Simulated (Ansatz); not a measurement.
Write a Python script for the Ansatz DFT code, driven from Python that makes a ladder of methods at one geometry of CH₄O₂Si, SMILES O=C[SiH2]O. Settings (for the species named): MP2, cc-pVDZ basis, multiplicity 1. The script varies method: mp2, ccsd, ccsd_t.

```xyz
8

O    -1.1195    0.4585   -1.5212
C    -0.2118    0.9015   -0.8887
Si    0.3860   -0.1536    0.5158
O    -0.3782   -1.5514    0.7274
H     0.3195    1.8438   -1.1006
H     0.3689    0.6155    1.8059
H     1.8675   -0.5225    0.3201
H    -1.1404   -1.6489    0.0855
```

The script, `methods_ch4o2si.py`:
```python
"""CH4O2Si at several levels of theory."""

import ansatz as az

SETTINGS = {
    "basis_set": "cc-pVDZ",
}

GEOMETRY = """
O    -1.11950    0.45850   -1.52120
C    -0.21180    0.90150   -0.88870
Si    0.38600   -0.15360    0.51580
O    -0.37820   -1.55140    0.72740
H     0.31950    1.84380   -1.10060
H     0.36890    0.61550    1.80590
H     1.86750   -0.52250    0.32010
H    -1.14040   -1.64890    0.08550
"""

ch4o2si = az.Crystal.molecule()
for line in GEOMETRY.strip().splitlines():
    symbol, *xyz = line.split()
    ch4o2si = ch4o2si.atom(symbol, [float(v) for v in xyz])

base = ch4o2si.calculation().basis(gaussian=SETTINGS["basis_set"])

methods = ["mp2", "ccsd", "ccsd_t"]
reports = [base.correlation(m).run(threads=1).report for m in methods]
print(f"Hartree-Fock reference {reports[0]['reference_energy_ev'] / 27.211386246:.6f} Ha")
best = reports[-1]["free_energy_ev"] - reports[-1]["reference_energy_ev"]
for method, each in zip(methods, reports):
    gained = each["free_energy_ev"] - each["reference_energy_ev"]
    print(f"{method:8s} total {each['free_energy_ev'] / 27.211386246:.6f} Ha  correlation {gained:9.4f} eV  ({100 * gained / best:.1f} % of the last)")
```

```console
$ python methods_ch4o2si.py
Hartree-Fock reference -478.863115 Ha
mp2      total -479.457167 Ha  correlation  -16.1650 eV  (92.2 % of the last)
ccsd     total -479.490004 Ha  correlation  -17.0585 eV  (97.3 % of the last)
ccsd_t   total -479.507279 Ha  correlation  -17.5286 eV  (100.0 % of the last)
```

Caveats:
- Total energies depend on the basis set; only differences at equal settings carry meaning.
- The geometry is a force-field or estimated start, not a minimum of this method, and the basis set is short of its limit. A lower total doesn't mark the better method: functionals have no common bound, and MP2 and coupled cluster aren't variational.
- Inner cores stay frozen, so this is valence correlation.
- For Al to Cl the sets with a tight d function, cc-pV(X+d)Z, are usual.
- Run time: 7.5 s on 1 thread of AMD EPYC 7B13 (Zen 3), with other jobs on the host, peak memory 0.3 GiB.
